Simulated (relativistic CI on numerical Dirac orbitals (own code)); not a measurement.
# Co⁴⁺: L2,3 absorption with charge transfer

Wanted: the shape of the L2,3 absorption spectrum of Co⁴⁺ in a cubic metal-ligand cluster, for 3 values of Udd.

The numbers are computed with relativistic CI on numerical Dirac orbitals (own code) version 3 (charge-transfer multiplet model of a cubic metal-ligand cluster with up to 2 ligand holes, Slater and spin-orbit integrals from Dirac-Coulomb-Breit ions, Slater integrals scaled by 0.8), except any that are marked as measured or tabulated.

### Step 1. The system

```
ion                  : Co⁴⁺ (Co V)
nuclear charge       : 27
electrons            : 23
d electrons          : 5
ligand holes at most : 2
parameters           : in eV; Veg, Vt2g hoppings, tenDq and tenDqL metal and ligand splittings (negative tenDq: tetrahedral), red the scaling of hopping with a core hole
temperature          : 20 K
widths               : Lorentz 0.4 eV, Gauss 0.3 eV
```

### Step 2. Udd = 6.6 eV

Settings of the run:

```ini
cluster ion=Co4+ d5 ligand_holes=2 slater_scale=0.8
Delta=0.4 Udd=6.6 Upd=8.3 tenDq=0.2 tenDqL=1 Veg=2.5 Vt2g=-1.3 red=1
spectrum xas L2,3 T=20 lorentz=0.4 gauss=0.3
```

Started as:

```
python run_levels.py task.json out
```

The settings of every run stand in task.json; they run in order.

Results of the run (chosen fields of its result record, rounded):

```text
status: converged
curve, one point in 5 above 2 % of the maximum [energy, intensity] [eV from the first main peak; 1/eV]:
  - [-2.9, 0.00701]
  - [-2.4, 0.01796]
  - [-1.9, 0.04084]
  - [-1.4, 0.07191]
  - [-0.9, 0.06321]
  - [-0.4, 0.2068]
  - [0.1, 0.3342]
  - [0.6, 0.1985]
  - [1.1, 0.106]
  - [1.6, 0.06187]
  - [2.1, 0.03937]
  - [2.6, 0.03509]
  - [3.1, 0.03516]
  - [3.6, 0.03106]
  - [4.1, 0.03145]
  - [4.6, 0.02928]
  - [5.1, 0.02568]
  - [5.6, 0.02186]
  - [6.1, 0.01883]
  - [6.6, 0.0245]
  - [7.1, 0.01635]
  - [7.6, 0.01116]
  - [8.1, 0.00903]
  - [9.7, 0.007146]
  - [10.2, 0.00722]
  - [11, 0.007016]
  - [12.8, 0.007382]
  - [13.3, 0.01334]
  - [13.8, 0.04042]
  - [14.3, 0.04573]
  - [14.8, 0.03778]
  - [15.3, 0.04729]
  - [15.8, 0.06836]
  - [16.3, 0.07081]
  - [16.8, 0.0414]
  - [17.3, 0.01988]
  - [17.8, 0.01142]
  - [18.3, 0.008427]
  - [18.8, 0.00829]
  - [19.3, 0.007089]
weights: [0.551287, 0.405032, 0.0436809]
n_d: 5.49239
n_eg: 2.35432
ground_S: 2.49767
ground_energy [eV]: -10.6172
cluster_levels [E_eV, degeneracy, S, weight_dn]:
  - [2.215e-06, 6, 2.498, 0.5513]
  - [1.811, 2, 1.493, 0.3121]
  - [1.817, 4, 1.499, 0.3117]
  - [1.842, 4, 1.498, 0.3127]
  - [1.862, 2, 1.499, 0.3136]
  - [2.21, 2, 1.499, 0.2744]
  - [2.217, 4, 1.498, 0.2756]
  - [2.223, 4, 1.495, 0.2777]
  - [2.237, 2, 1.495, 0.2809]
  - [2.636, 2, 1.498, 0.3203]
  - [2.636, 4, 1.497, 0.3202]
  - [2.638, 2, 1.497, 0.32]
  - [2.74, 4, 1.495, 0.3504]
  - [2.795, 2, 0.5259, 0.2939]
  - [2.911, 4, 0.517, 0.2939]
  - [3.332, 4, 1.497, 0.1913]
  - [3.491, 2, 1.482, 0.3624]
  - [3.491, 3, 1.493, 0.3637]
atomic [eV]: {"ground": {"F2dd": 10.866, "F4dd": 6.82366, "zeta_d": 0.0797045}, "final": {"F2dd": 11.456, "F4dd": 7.19624, "zeta_d": 0.102287, "zeta_core": 9.65841, "F2cd": 6.86338, "G1cd": 5.28347, "G3cd": 3.00607}}
```

Run time: 7.4 s. Hardware: 1 thread of Intel Xeon Platinum 8259CL at 2.50GHz, shared host; peak memory 0.22 GiB.

### Step 3. Udd = 5.9 eV

Settings of the run:

```ini
cluster ion=Co4+ d5 ligand_holes=2 slater_scale=0.8
Delta=0.4 Udd=5.9 Upd=8.3 tenDq=0.2 tenDqL=1 Veg=2.5 Vt2g=-1.3 red=1
spectrum xas L2,3 T=20 lorentz=0.4 gauss=0.3
```

Results of the run:

```text
status: converged
curve, one point in 9 above 2 % of the maximum [energy, intensity] [eV from the first main peak; 1/eV]:
  - [-2.9, 0.00749]
  - [-2, 0.04001]
  - [-1.1, 0.05546]
  - [-0.2, 0.3067]
  - [0.7, 0.1487]
  - [1.6, 0.05543]
  - [2.5, 0.03816]
  - [3.4, 0.03405]
  - [4.3, 0.02884]
  - [5.2, 0.02473]
  - [6.1, 0.0256]
  - [7, 0.0232]
  - [7.9, 0.01246]
  - [8.8, 0.00782]
  - [9.7, 0.007531]
  - [10.6, 0.009656]
  - [12, 0.0068]
  - [12.9, 0.009192]
  - [13.8, 0.0439]
  - [14.7, 0.03357]
  - [15.6, 0.07087]
  - [16.5, 0.04809]
  - [17.4, 0.01483]
  - [18.3, 0.009589]
  - [19.2, 0.006739]
  - [21.7, 0.006858]
weights: [0.544611, 0.407299, 0.0480901]
n_d: 5.50348
n_eg: 2.36154
ground_S: 2.49761
ground_energy [eV]: -10.6493
cluster_levels [E_eV, degeneracy, S, weight_dn]:
  - [2.36e-06, 6, 2.498, 0.5446]
  - [1.771, 2, 1.492, 0.3042]
  - [1.777, 4, 1.499, 0.3038]
  - [1.803, 4, 1.498, 0.3047]
  - [1.823, 2, 1.499, 0.3056]
  - [2.166, 2, 1.499, 0.2664]
  - [2.174, 4, 1.498, 0.2675]
  - [2.18, 4, 1.494, 0.2697]
  - [2.195, 2, 1.495, 0.2727]
  - [2.608, 2, 1.498, 0.3126]
  - [2.608, 4, 1.497, 0.3125]
  - [2.61, 2, 1.497, 0.3122]
  - [2.714, 4, 1.495, 0.3423]
  - [2.73, 2, 0.5278, 0.2842]
  - [2.847, 4, 0.5185, 0.2841]
  - [3.289, 4, 1.497, 0.1862]
  - [3.462, 2, 1.468, 0.3523]
  - [3.463, 3, 1.413, 0.3493]
atomic [eV]: {"ground": {"F2dd": 10.866, "F4dd": 6.82366, "zeta_d": 0.0797045}, "final": {"F2dd": 11.456, "F4dd": 7.19624, "zeta_d": 0.102287, "zeta_core": 9.65841, "F2cd": 6.86338, "G1cd": 5.28347, "G3cd": 3.00607}}
```

Run time: 7.1 s. Hardware: 1 thread of Intel Xeon Platinum 8259CL at 2.50GHz, shared host; peak memory 0.24 GiB.

### Step 4. Udd = 7.3 eV

Settings of the run:

```ini
cluster ion=Co4+ d5 ligand_holes=2 slater_scale=0.8
Delta=0.4 Udd=7.3 Upd=8.3 tenDq=0.2 tenDqL=1 Veg=2.5 Vt2g=-1.3 red=1
spectrum xas L2,3 T=20 lorentz=0.4 gauss=0.3
```

Results of the run:

```text
status: converged
curve, one point in 7 above 2 % of the maximum [energy, intensity] [eV from the first main peak; 1/eV]:
  - [-2.9, 0.007251]
  - [-2.2, 0.02804]
  - [-1.5, 0.06916]
  - [-0.8, 0.08342]
  - [-0.1, 0.3519]
  - [0.6, 0.2055]
  - [1.3, 0.08498]
  - [2, 0.04393]
  - [2.7, 0.03234]
  - [3.4, 0.03256]
  - [4.1, 0.03139]
  - [4.8, 0.02785]
  - [5.5, 0.02124]
  - [6.2, 0.0161]
  - [6.9, 0.01439]
  - [7.6, 0.008436]
  - [13, 0.008355]
  - [13.7, 0.03375]
  - [14.4, 0.04156]
  - [15.1, 0.04152]
  - [15.8, 0.06801]
  - [16.5, 0.07225]
  - [17.2, 0.0239]
  - [17.9, 0.01141]
  - [18.6, 0.007389]
weights: [0.557325, 0.40285, 0.0398257]
n_d: 5.4825
n_eg: 2.3479
ground_S: 2.49772
ground_energy [eV]: -10.5881
cluster_levels [E_eV, degeneracy, S, weight_dn]:
  - [2.092e-06, 6, 2.498, 0.5573]
  - [1.847, 2, 1.493, 0.3195]
  - [1.853, 4, 1.499, 0.3191]
  - [1.878, 4, 1.498, 0.32]
  - [1.898, 2, 1.499, 0.321]
  - [2.249, 2, 1.499, 0.2818]
  - [2.256, 4, 1.498, 0.2831]
  - [2.262, 4, 1.495, 0.2851]
  - [2.276, 2, 1.495, 0.2885]
  - [2.661, 2, 1.498, 0.3273]
  - [2.661, 4, 1.497, 0.3272]
  - [2.663, 2, 1.497, 0.327]
  - [2.763, 4, 1.496, 0.3576]
  - [2.854, 2, 0.5244, 0.303]
  - [2.97, 4, 0.516, 0.3029]
  - [3.37, 4, 1.497, 0.1959]
  - [3.517, 3, 1.495, 0.3722]
  - [3.517, 2, 1.488, 0.3711]
atomic [eV]: {"ground": {"F2dd": 10.866, "F4dd": 6.82366, "zeta_d": 0.0797045}, "final": {"F2dd": 11.456, "F4dd": 7.19624, "zeta_d": 0.102287, "zeta_core": 9.65841, "F2cd": 6.86338, "G1cd": 5.28347, "G3cd": 3.00607}}
```

It took 6.8 s on 1 thread of Intel Xeon Platinum 8259CL at 2.50GHz, shared host; peak memory 0.24 GiB.

### Step 5. Comparison

| run | d count | weight without ligand hole | ground S | up to four highest peaks (% of the highest), eV from the first main peak |
| --- | --- | --- | --- | --- |
| Udd = 6.6 eV | 5.49 | 0.55 | 2.50 | -1.4 (21), 0.0 (100), 15.7 (20), 16.2 (21) |
| Udd = 5.9 eV | 5.50 | 0.54 | 2.50 | -1.5 (23), 0.0 (100), 14.0 (15), 15.6 (21) |
| Udd = 7.3 eV | 5.48 | 0.56 | 2.50 | -1.5 (19), 0.0 (100), 15.8 (19), 16.3 (21) |

### Step 6. Summary of results

| quantity | value |
| --- | --- |
| d count | 5.48 to 5.50 |
| ground spin (effective S from ⟨S²⟩) | 2.50 |

From Udd = 5.9 eV to Udd = 7.3 eV the ground-state d count goes from 5.50 to 5.48. In the first run d5 holds 55 % of the ground state. The cluster parameters are drawn, not fitted to a compound.
